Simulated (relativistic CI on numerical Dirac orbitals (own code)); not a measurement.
# Nd³⁺: one ion under different settings

Aim: see what numerical and physical settings do to the SCF, the total energy and the lowest levels of Nd³⁺.

The numbers are computed with relativistic CI on numerical Dirac orbitals (own code) version 3 (Dirac-Coulomb-Breit CI, KLI orbitals optimised for each configuration, model QED (radiative potential, 1s self-energy scaled to tabulated hydrogen-like ionisation energies), numerical settings as typed), except any that are marked as measured or tabulated.

### Step 1. The system

```
ion            : Nd³⁺ (Nd IV)
nuclear charge : 60
electrons      : 57
isotope        : A = 142
```

### Step 2. Usual settings

The run's settings:

```ini
atom Nd  Z=60  charge=3  electrons=57
nucleus A=142  rms_radius_fm=4.9123
hamiltonian dirac-coulomb  breit=on  qed=on  c_scale=1
orbitals kli  potential=per-configuration
slater_scale 1
correlation none
mixing on
grid step=0.0125 r_max=64.9
scf mixing=0.4 start=green max_iterations=150 tolerance=2e-08 node_fill=0.05
configurations
  [Xe] 4f3
  [Xe] 4f2 5d
  [Xe] 4f 5d2
  [Xe] 4f2 6s
  [Xe] 4f2 6p
end
```

Run with:

```
$ python run_levels.py task.json out
```

task.json lists these runs, among others, and the program works through them in turn.

### Step 3. Start potential thomas-fermi, QED terms off, speed-of-light factor 10

The run's settings:

```ini
atom Nd  Z=60  charge=3  electrons=57
nucleus A=142  rms_radius_fm=4.9123
hamiltonian dirac-coulomb  breit=on  qed=off  c_scale=10
orbitals kli  potential=per-configuration
slater_scale 1
correlation none
mixing on
grid step=0.0125 r_max=64.9
scf mixing=0.4 start=thomas-fermi max_iterations=150 tolerance=2e-08 node_fill=0.05
configurations
  [Xe] 4f3
  [Xe] 4f2 5d
  [Xe] 4f 5d2
  [Xe] 4f2 6s
  [Xe] 4f2 6p
end
```

### Step 4. Potential mixing 0.1, end of the grid 45.43

The run's settings:

```ini
atom Nd  Z=60  charge=3  electrons=57
nucleus A=142  rms_radius_fm=4.9123
hamiltonian dirac-coulomb  breit=on  qed=on  c_scale=1
orbitals kli  potential=per-configuration
slater_scale 1
correlation none
mixing on
grid step=0.0125 r_max=45.43
scf mixing=0.1 start=green max_iterations=150 tolerance=2e-08 node_fill=0.05
configurations
  [Xe] 4f3
  [Xe] 4f2 5d
  [Xe] 4f 5d2
  [Xe] 4f2 6s
  [Xe] 4f2 6p
end
```

### Step 5. Node fill 0.5, QED terms off, iteration limit 30

The run's settings:

```ini
atom Nd  Z=60  charge=3  electrons=57
nucleus A=142  rms_radius_fm=4.9123
hamiltonian dirac-coulomb  breit=on  qed=off  c_scale=1
orbitals kli  potential=per-configuration
slater_scale 1
correlation none
mixing on
grid step=0.0125 r_max=64.9
scf mixing=0.4 start=green max_iterations=30 tolerance=2e-08 node_fill=0.5
configurations
  [Xe] 4f3
  [Xe] 4f2 5d
  [Xe] 4f 5d2
  [Xe] 4f2 6s
  [Xe] 4f2 6p
end
```

### Step 6. End of the grid 32.45, iteration limit 30

The run's settings:

```ini
atom Nd  Z=60  charge=3  electrons=57
nucleus A=142  rms_radius_fm=4.9123
hamiltonian dirac-coulomb  breit=on  qed=on  c_scale=1
orbitals kli  potential=per-configuration
slater_scale 1
correlation none
mixing on
grid step=0.0125 r_max=32.45
scf mixing=0.4 start=green max_iterations=30 tolerance=2e-08 node_fill=0.05
configurations
  [Xe] 4f3
  [Xe] 4f2 5d
  [Xe] 4f 5d2
  [Xe] 4f2 6s
  [Xe] 4f2 6p
end
```

### Step 7. Slater scale 2

The run's settings:

```ini
atom Nd  Z=60  charge=3  electrons=57
nucleus A=142  rms_radius_fm=4.9123
hamiltonian dirac-coulomb  breit=on  qed=on  c_scale=1
orbitals kli  potential=per-configuration
slater_scale 2
correlation none
mixing on
grid step=0.0125 r_max=64.9
scf mixing=0.4 start=green max_iterations=86 tolerance=2e-08 node_fill=0.05
configurations
  [Xe] 4f3
  [Xe] 4f2 5d
  [Xe] 4f 5d2
  [Xe] 4f2 6s
  [Xe] 4f2 6p
end
```

(Steps that only read results are left out.)

Before running it: what results should come out? Wanted: lowest level, usual settings; total energy; first excitation.

The runs gave:

| setting | total energy less usual (Ha) | largest shift of a level among the lowest eight of both runs, same label and place (cm⁻¹) | SCF iterations | time | lowest level | kind of change |
| --- | --- | --- | --- | --- | --- | --- |
| usual | 0 | 0 | 60 | 0.49 s | 4f3 4I°9/2 | - |
| start potential thomas-fermi, QED terms off, speed-of-light factor 10 | 325 | 5790 | 57 | 0.43 s | 4f3 4I°9/2 | unphysical constant |
| potential mixing 0.1, end of the grid 45.43 | 0 | 0 | 75 | 0.53 s | 4f3 4I°9/2 | numerical |
| node fill 0.5, QED terms off, iteration limit 30 | -5.48 | 803 | 62 | 0.45 s | 4f3 4I°9/2 | model term |
| end of the grid 32.45, iteration limit 30 | 0 | 0 | 60 | 0.47 s | 4f3 4I°9/2 | numerical |
| Slater scale 2 | -0.122 | 13200 | 60 | 0.48 s | 4f3 4I°9/2 | unsound |

| quantity | value |
| --- | --- |
| lowest level, usual settings | 4f3 4I°9/2 |
| total energy | -9610.1741 Ha |
| first excitation | 1821.0 cm⁻¹ |

**Reading.** Among the runs whose levels can be followed, they move most under «Slater scale 2» (unsound), by up to 13200 cm⁻¹. No visible change in the result comes from «potential mixing 0.1, end of the grid 45.43» or «end of the grid 32.45, iteration limit 30». Only the listed configurations are in the model. In a near-neutral ion this small CI can misplace whole configurations by 10,000 cm⁻¹ or more, above all where the count of f electrons changes.
